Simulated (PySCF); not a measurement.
# H2Yb (Yb(H)2+): the cost of one run

Program: PySCF 2.14.0. Level of theory: PBE0, Yb lcecp-1-SVP with ECP59, H def2-SVP; scalar-relativistic core potentials, no spin–orbit coupling. These are calculated values, not measurements.

1 further run of the same task is left out (for a known fault of the program).

## (1) The system as given

3 atoms, charge 1, spin multiplicity 1.

Bond lengths: Yb1–H2 2.137 Å, Yb1–H3 2.137 Å. Angles: H2–Yb1–H3 131.8°.

As a file:

```xyz
3
charge 1, multiplicity 1
Yb    0.0000    0.0000    0.0000
H     1.9510    0.0000    0.8731
H    -1.9510    0.0000    0.8731
```

Formal oxidation states: Yb +3. Each metal's 13 4f electrons lie in its core potential, so multiplicities, spins and levels count the valence alone.

## (2) SCF at the start, singlet

The input, run.py (the lines that set the calculation):

```python
mol = gto.M(atom='''
Yb     0.00000     0.00000     0.00000
H      1.95100     0.00000     0.87310
H     -1.95100     0.00000     0.87310''',
    basis={'Yb': 'lcecp-1-SVP', 'H': 'def2-SVP'},
    ecp={'Yb': 'lcecp-1-SVP'},
    charge=1, spin=0)
mf = dft.RKS(mol, xc='PBE0')
mf.grids.atom_grid = (50, 194)  # f atoms: unpruned, at least (60, 302)
mf = mf.density_fit()  # fitting sets: Yb AutoAux, H def2-universal-JKFIT
mf.conv_tol = 1e-08; mf.max_cycle = 55
mf.kernel(dm0)  # dm0: free metal ions and neutral atoms
```

Run with:

```
$ OMP_NUM_THREADS=2 python run.py
```

What time and memory should one allow on 2 threads of Arm Neoverse V1, shared host?

About 1.7 s, with a peak of 0.28 GiB.
